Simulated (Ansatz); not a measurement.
Crystal: LiBi2I2O2.

```
Bi I O Li
1.0
     4.23282    0.00000    0.00000
     0.00000    4.23282    0.00000
     0.00000    0.00000    9.99994
Bi I O Li
2 2 2 1
Direct
  0.00000 0.50000 0.10818
  0.50000 0.00000 0.89182
  0.50000 0.00000 0.32250
  0.00000 0.50000 0.67750
  0.00000 0.00000 0.00000
  0.50000 0.50000 0.00000
  0.00000 0.00000 0.50000
```

The cell comes from a database or a generator and needn't be the stable form of this composition.

Base run:

| Item | Value |
| --- | --- |
| Program | Ansatz 0.2.0 |
| Functional | RPBE |
| Potentials or basis | Ansatz PAW |
| Cutoff | 420 eV |
| Density cutoff | 1680 eV |
| k mesh | 6 × 6 × 3 |
| Occupations | gaussian, width 0.05 eV |
| Spin | no spin polarisation |

Its results: band gap on the k mesh none (metal or under the smearing width); pressure 2.0 GPa; largest force 0.172 eV/Å.

Q: The run is repeated on the same cell with these changes: functional from RPBE to PBEsol; dispersion from none to D3(BJ). What comes out?

A: Band gap on the k mesh none (metal or under the smearing width); pressure -3.9 GPa; largest force 0.200 eV/Å.

Several settings changed at once, so the effect can't be laid on one alone.

Caveats: spin-orbit coupling is left out, which moves the levels of the heavy elements; an odd number of electrons without spin polarisation forces a metal; a magnetic or distorted state may lie lower; the PAW data sets come from PBE, with cores solved anew for the run's functional, which leaves a small shift of forces and pressure; the potentials were made for another functional, which shifts forces and pressure (some runs); pairwise dispersion overbinds metals, which lowers pressure and volume (some runs).

Not every run made on this cell is shown here.
